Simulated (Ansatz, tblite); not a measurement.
**Sn22H28 ring sphere (Sn₂₂H₂₈): a ladder of methods and basis sets**

The task here is to estimate one member of a computed series from the others.

The runs use Ansatz 0.2.0, Gaussian basis; as each input shows.

Plan: GFN1-xTB, GFN2-xTB, PBE-D4/def2-TZVP, r2SCAN-D4/def2-TZVP, BHLYP-D4/def2-TZVP, PBE-D4/def2-SVP, PBE0-D4/def2-SVP, MP2/def2-SVP.

1 further run of the same task is left out (set aside as unsound or not needed).

## The relaxed structure

The singlet was relaxed beforehand with PBE-D4/def2-SVP.

50 atoms, charge 0, spin multiplicity 1.

Bond lengths: Sn1–Sn14 2.819 Å, Sn1–Sn15 2.826 Å, Sn1–H23 1.739 Å, Sn1–H24 1.739 Å, Sn2–Sn15 2.826 Å, Sn2–Sn16 2.820 Å, Sn2–H25 1.739 Å, Sn2–H26 1.739 Å, Sn3–Sn14 2.817 Å, Sn3–Sn17 2.823 Å, Sn3–H27 1.738 Å, Sn3–H28 1.738 Å, Sn4–Sn14 2.819 Å, Sn4–Sn18 2.826 Å, Sn4–H29 1.739 Å, Sn4–H30 1.739 Å, Sn5–Sn15 2.826 Å, Sn5–Sn18 2.827 Å and more. Angles: Sn14–Sn1–Sn15 110.5°, Sn14–Sn1–H23 110.2°, Sn14–Sn1–H24 110.2°, Sn15–Sn1–H23 109.4°, Sn15–Sn1–H24 109.6°, H23–Sn1–H24 106.9°, Sn15–Sn2–Sn16 110.5°, Sn15–Sn2–H25 109.5°, Sn15–Sn2–H26 109.4°, Sn16–Sn2–H25 110.1°, Sn16–Sn2–H26 110.3°, H25–Sn2–H26 107.0°, Sn14–Sn3–Sn17 109.4°, Sn14–Sn3–H27 110.1°, Sn14–Sn3–H28 110.1°, Sn17–Sn3–H27 110.0°, Sn17–Sn3–H28 110.0°, H27–Sn3–H28 107.2° and more.

Sn takes a core potential in the def2 sets. No spin-orbit coupling is included.

PBE0-D4/def2-TZVP was run before; its log isn't repeated, and its numbers join the tables.

The first run:

Tight binding, by tblite at 300 K electronic temperature and without a spin-polarisation term:

```python
tblite.interface.Calculator('GFN1-xTB', numbers, positions, charge=0, uhf=0).singlepoint()
```

Tight binding, by tblite at 300 K electronic temperature and without a spin-polarisation term:

```python
tblite.interface.Calculator('GFN2-xTB', numbers, positions, charge=0, uhf=0).singlepoint()
```

start.molden holds the orbitals of an earlier run on this state, given as this run's starting guess.

File in.yaml:

```yaml
crystal:
  periodic: [false, false, false]
  atoms:
    - {symbol: Sn, position_ang: [-4.330384, -1.086716, -2.207931]}
    - {symbol: Sn, position_ang: [-4.326747, 2.211996, 1.078877]}
    - {symbol: Sn, position_ang: [-1.090872, -1.091898, -5.468642]}
    - {symbol: Sn, position_ang: [-1.084771, -4.332553, -2.204746]}
    - {symbol: Sn, position_ang: [-1.053030, -1.051668, 1.047514]}
    - {symbol: Sn, position_ang: [2.204139, -4.331795, 1.081625]}
    - {symbol: Sn, position_ang: [2.172978, -1.064248, -2.177942]}
    - {symbol: Sn, position_ang: [2.207276, -1.084462, 4.323805]}
    - {symbol: Sn, position_ang: [-1.060122, 2.170367, -2.176183]}
    - {symbol: Sn, position_ang: [-1.082325, 5.467517, 1.084857]}
    - {symbol: Sn, position_ang: [2.176752, 2.172085, 1.055815]}
    - {symbol: Sn, position_ang: [-1.083585, 2.200675, 4.324716]}
    - {symbol: Sn, position_ang: [5.466905, -1.090672, 1.083521]}
    - {symbol: Sn, position_ang: [-2.716821, -2.720416, -3.843904]}
    - {symbol: Sn, position_ang: [-2.726290, 0.559295, -0.562831]}
    - {symbol: Sn, position_ang: [-2.711102, 3.845504, 2.713289]}
    - {symbol: Sn, position_ang: [0.537388, 0.534845, -3.834588]}
    - {symbol: Sn, position_ang: [0.559242, -2.725295, -0.561456]}
    - {symbol: Sn, position_ang: [0.561641, 0.558339, 2.717737]}
    - {symbol: Sn, position_ang: [3.844439, -2.719016, 2.712107]}
    - {symbol: Sn, position_ang: [3.830494, 0.534700, -0.543416]}
    - {symbol: Sn, position_ang: [0.539649, 3.827742, -0.541782]}
    - {symbol: H, position_ang: [-5.363763, -0.090111, -3.189601]}
    - {symbol: H, position_ang: [-5.367375, -2.068078, -1.215352]}
    - {symbol: H, position_ang: [-5.365753, 1.223840, 2.062425]}
    - {symbol: H, position_ang: [-5.357584, 3.192696, 0.078776]}
    - {symbol: H, position_ang: [-2.079120, -0.100888, -6.499738]}
    - {symbol: H, position_ang: [-0.100597, -2.079049, -6.501508]}
    - {symbol: H, position_ang: [-2.067698, -5.365924, -1.210018]}
    - {symbol: H, position_ang: [-0.088778, -5.369141, -3.183587]}
    - {symbol: H, position_ang: [-2.062912, -2.058576, 2.055250]}
    - {symbol: H, position_ang: [1.209733, -5.363610, 2.066522]}
    - {symbol: H, position_ang: [3.178775, -5.370258, 0.083501]}
    - {symbol: H, position_ang: [3.178728, -2.083714, -3.176441]}
    - {symbol: H, position_ang: [1.216019, -2.065000, 5.362780]}
    - {symbol: H, position_ang: [3.189265, -0.085937, 5.354738]}
    - {symbol: H, position_ang: [-2.077364, 3.173619, -3.179234]}
    - {symbol: H, position_ang: [-2.070073, 6.500757, 0.095705]}
    - {symbol: H, position_ang: [-0.089285, 6.497924, 2.071758]}
    - {symbol: H, position_ang: [3.181189, 3.171946, 2.075153]}
    - {symbol: H, position_ang: [-2.070801, 1.204850, 5.353012]}
    - {symbol: H, position_ang: [-0.090647, 3.176675, 5.366737]}
    - {symbol: H, position_ang: [6.499215, -2.077379, 0.092461]}
    - {symbol: H, position_ang: [6.497867, -0.100510, 2.072711]}
    - {symbol: H, position_ang: [-3.726788, -3.728602, -4.848106]}
    - {symbol: H, position_ang: [-3.719107, 4.850489, 3.722969]}
    - {symbol: H, position_ang: [1.551839, 1.550007, -4.828130]}
    - {symbol: H, position_ang: [4.849693, -3.726067, 3.722381]}
    - {symbol: H, position_ang: [4.823053, 1.549920, -1.558858]}
    - {symbol: H, position_ang: [1.552816, 4.819793, -1.559345]}
basis:
  gaussian: {orbitals: def2-TZVP, fitting: {mean_field: def2-universal-jkfit}, initial_orbitals: start.molden}
hamiltonian: {xc: pbe, dispersion: d4}
scf: {omitted_lower_state_checks: [starts]}
output: {forces: true, orbitals: {seedname: orbitals}}
```

Started as:

```console
> ansatz run in.yaml --threads 11 --pin off --events-out ev --progress --plain --max-ram 110592MiB --backend cuda --devices 0, --max-vram 75GiB
```

Among the steps run: PBE-D4/def2-TZVP; r2SCAN-D4/def2-TZVP; BHLYP-D4/def2-TZVP; PBE-D4/def2-SVP; PBE0-D4/def2-SVP; MP2/def2-SVP.

One table of the session follows, with a row left open; its other results are not shown here.

It belongs to the step «Binding energy». 

```
              level  binding an atom (eV)
        HF/def2-SVP                     ?
    PBE-D4/def2-SVP                 2.485
   PBE-D4/def2-TZVP                 2.495
r2SCAN-D4/def2-TZVP                 2.501
   PBE0-D4/def2-SVP                 2.480
  PBE0-D4/def2-TZVP                 2.494
 BHLYP-D4/def2-TZVP                 2.485
       MP2/def2-SVP                 2.297
```

Estimate the missing values for HF/def2-SVP.

The run gave: binding an atom (eV): 1.631. In the column «binding an atom (eV)» it is the lowest.

Caveats from the session: Free atoms were run apart at each level; binding is atoms less cluster, divided by the number of atoms, without zero-point or spin-orbit terms.
